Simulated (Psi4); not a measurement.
# r2SCAN/def2-TZVP (density fitting, sweep point 6) run of CH4ClNSi (SMILES [H]/N=C(/[SiH3])Cl)

We compute a single-point energy of CH4ClNSi. The job is set up through a Python script.

Program for the calculation: Psi4 1.11.

6 further runs of the same task are left out: 2 that didn't finish, 4 set aside as unsound or not needed.

## 1. The structure to begin with

CH4ClNSi: 8 atoms, total charge 0, spin state singlet. As SMILES, `[H]/N=C(/[SiH3])Cl`. The shape is that of a PBE0-D4/def2-TZVP optimisation.

Bond lengths: N1–C2 1.248 Å, C2–Si3 1.893 Å, C2–Cl4 1.786 Å, N1–H5 1.020 Å, Si3–H6 1.482 Å, Si3–H7 1.482 Å, Si3–H8 1.480 Å. Angles: N1–C2–Si3 124.3°, N1–C2–Cl4 123.1°, Si3–C2–Cl4 112.7°, C2–N1–H5 114.3°, C2–Si3–H6 107.8°, C2–Si3–H7 107.7°, C2–Si3–H8 108.6°, H6–Si3–H7 109.8°, H6–Si3–H8 111.4°, H7–Si3–H8 111.4°.

## 2. The energy at r2SCAN/def2-TZVP (density fitting, sweep point 6)

Input file job.py:

```python
import psi4

psi4.set_memory(1600000000)
psi4.set_num_threads(1)
psi4.core.set_output_file('run.log', False)

molecule = psi4.geometry("""
0 1
N     -0.134000     1.454700    -0.961900
C     -0.418500     0.335400    -0.490000
Si     0.653400    -0.598300     0.760300
Cl    -1.899100    -0.560600    -0.931300
H     -0.820600     1.817500    -1.623900
H      1.022600    -1.900500     0.155700
H     -0.163500    -0.822600     1.976900
H      1.851900     0.217300     1.058400
symmetry c1
""")

psi4.set_options({
    'basis': 'def2-TZVP',
    'reference': 'rks',
    'scf_type': 'df',
    'diis_max_vecs': 4,
})

energy_value, wavefunction = psi4.energy("r2scan", return_wfn=True)
print(f'total energy {energy_value:.8f} hartree = {energy_value * 27.211386:.5f} eV')
for k, v in sorted(psi4.core.scalar_variables().items()):
    print(f'{k:45s} {v:18.10f}')
```

Run with:

```sh
python job.py
```

What values should one expect? Wanted: total energy; dipole moment; HOMO energy; LUMO energy; HOMO–LUMO gap.

**Answer.** As computed:

Level: r2SCAN/def2-TZVP (density fitting, sweep point 6).

| quantity | value |
| --- | --- |
| total energy | -844.88286 Eh |
| dipole moment | 0.30 D |
| HOMO energy | -7.20 eV |
| LUMO energy | -2.08 eV |
| HOMO–LUMO gap | 5.12 eV |
